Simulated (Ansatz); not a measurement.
**MgCdSe2: a single-point run**

Aim: a sound single-point run of MgCdSe2. The structure is shown as the input types it. The cell is built on a prototype (ordering on rocksalt) and needn't be the phase found in nature.

Computed with Ansatz 0.2.0 (density functional or hybrid calculation with the settings of its input, plane waves (as first typed), unless a step's input says otherwise).

## (1) Starting point

It takes space group R-3m (No. 166, trigonal). Conventional cell: a = 3.951 Å, b = 3.951 Å, c = 19.353 Å, α = 90.00°, β = 90.00°, γ = 120.00°. Mg (site symmetry -3m) has 6 Se at 2.76 Å as nearest neighbours. Cd (site symmetry -3m) is surrounded by 6 Se at 2.83 Å. Around Se (site symmetry 3m) lie 3 Mg at 2.76 Å and 3 Cd at 2.83 Å.

Structure file:

```cif
data_structure
_symmetry_space_group_name_H-M 'P 1'
_symmetry_Int_Tables_number 1
_cell_length_a 6.8426
_cell_length_b 6.8426
_cell_length_c 6.8426
_cell_angle_alpha 33.564
_cell_angle_beta 33.564
_cell_angle_gamma 33.564
_cell_volume 87.23
loop_
_atom_site_label
_atom_site_type_symbol
_atom_site_fract_x
_atom_site_fract_y
_atom_site_fract_z
_atom_site_occupancy
Mg1 Mg 0.00000 0.00000 0.00000 1
Cd1 Cd 0.50000 0.50000 0.50000 1
Se1 Se 0.25334 0.25334 0.25334 1
Se2 Se 0.74666 0.74666 0.74666 1
```

## (2) Input and run

The input, input.yaml:

```yaml
crystal:
  lattice:
    - [1.9756470079, 1.1406403318, 6.4511070703]
    - [-1.9756470079, 1.1406403318, 6.4511070703]
    - [0.0, -2.2812806636, 6.4511070703]
  atoms:
    - { symbol: Mg, position: [1.0, 0.0, 0.0] }
    - { symbol: Cd, position: [0.5, 0.5, 0.5] }
    - { symbol: Se, position: [0.2533357354, 0.2533357354, 0.2533357354] }
    - { symbol: Se, position: [0.7466642646, 0.7466642646, 0.7466642646] }
kpoints:
  mp_grid: { grid: [6, 6, 6] }
hamiltonian:
  xc: pbe
scf:
  occupations: { method: fixed }
  n_extra_bands: 5
  max_iter: 1
output:
  forces: true
  stress: true
  eigenvalues: true
```

The run is started by

```
$ ansatz run input.yaml --threads 4 --pin off --max-ram 3686MiB --backend cpu --events-out ev --progress --plain --runs-dir out
```

Q: Will this input give a usable result? If not, why, and what should change?

The SCF did not converge in 1 cycle. The density residual dr2 stood at 3.4e-4 eV (threshold 1.0e-7). Its numbers are not properties of the system.

In the input, scf.max_iter is 1. The cap on SCF cycles is too low for this system: the loop was cut off before the input and output densities agreed.

What to do: delete scf.max_iter (the default then holds).
